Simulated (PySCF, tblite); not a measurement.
# C3H12GeOSi: geometry, infrared bands and NMR shifts

What infrared bands and NMR shifts should C3H12GeOSi (`[CH3][GeH2][CH2]C[SiH2]O`) show?

Programs: tblite 0.8.0 and PySCF 2.14.0, with density-fitted response routines of our own. Each step states its level of theory. These are calculated values for one molecule in the gas phase, unless marked as measured. Atoms count from 0, in the outputs and in this text.

**1. Starting geometry**

18 atoms, charge 0, multiplicity 1; geometry from: force field or distance geometry start.

Bonds of the start (Å): C0–Ge1 1.91, Ge1–C2 1.94, C2–C3 1.50, C3–Si4 1.85, Si4–O5 1.73, C0–H6 1.13, C0–H7 1.12, C0–H8 1.10, Ge1–H9 1.58, Ge1–H10 1.56, C2–H11 1.13, C2–H12 1.12, C3–H13 1.14, C3–H14 1.10, Si4–H15 1.49, Si4–H16 1.48, O5–H17 0.99.

**2. Relaxing the molecule with GFN2-xTB**

Job settings and geometry (Å):

```
{"job": {"kind": "relax", "xc": "GFN2-xTB", "basis": "xTB"}, "charge": 0, "multiplicity": 1}
C     -1.784300     1.314600    -0.321800
Ge    -1.705100    -0.563600    -0.657800
C     -0.185100    -1.487900     0.111900
C      1.142600    -1.104700    -0.471000
Si     1.585500     0.683100    -0.262400
O      3.227300     0.945300    -0.724500
H     -2.832400     1.549300     0.043000
H     -1.123200     1.640800     0.526900
H     -1.654300     1.966300    -1.197600
H     -2.974000    -1.212000     0.026100
H     -1.868300    -0.893000    -2.178600
H     -0.335200    -2.576200    -0.145200
H     -0.185700    -1.447800     1.227300
H      1.897900    -1.681200     0.158800
H      1.298000    -1.465100    -1.498200
H      1.518600     1.023600     1.181800
H      0.706500     1.593300    -1.020600
H      3.262300     1.721600    -1.339500
```

On the command line:

```sh
$ OMP_NUM_THREADS=1 python probes_run.py task.json out
```

This one command runs all jobs of the session in turn.

**Question.** This job is followed by: GFN2-xTB harmonic vibrations, gas phase; GIAO PBE0/pcSseg-1 NMR shielding, non-relativistic, gas phase. Predict these results of the whole session: strongest single infrared mode (GFN2-xTB); zero-point energy (GFN2-xTB); ¹³C shifts against TMS (PBE0/pcSseg-1); ¹H shifts against TMS (PBE0/pcSseg-1, means over atoms taken as alike); ⁷³Ge shifts against GeMe4 (PBE0/pcSseg-1); ²⁹Si shifts against TMS (PBE0/pcSseg-1); ¹⁷O shifts against H2O (PBE0/pcSseg-1).

The runs gave:

| quantity | value |
| --- | --- |
| strongest single infrared mode (GFN2-xTB) | 1972 cm⁻¹, 533 km/mol |
| zero-point energy (GFN2-xTB) | 84.8 kcal/mol |
| ¹³C shifts against TMS (PBE0/pcSseg-1) | 15.1, 10.2, -4.8 ppm |
| ¹H shifts against TMS (PBE0/pcSseg-1, means over atoms taken as alike) | 5.08, 3.83, 1.47, 1.19, 0.69, 0.16 ppm |
| ⁷³Ge shifts against GeMe4 (PBE0/pcSseg-1) | -138 ppm |
| ²⁹Si shifts against TMS (PBE0/pcSseg-1) | -13.2 ppm |
| ¹⁷O shifts against H2O (PBE0/pcSseg-1) | 14.9 ppm |

Over 106 steps the energy fell by 0.669 eV; of the close pairs, Si4–O5 changed most, 1.726 to 1.628 Å. All 48 modes are real, so the xTB geometry is a minimum. The strongest single mode, at 1972 cm⁻¹, moves mainly H10. GFN2-xTB is a fitted tight-binding method: band positions and strengths are rough. Its intensities can rank the bands wrongly. At PBE0/pcSseg-1: Shielding is most anisotropic at Ge1 (span 221 ppm, paramagnetic term -1287 ppm). Spin-orbit coupling is left out, which matters for shieldings and couplings at and beside the heavy atoms.
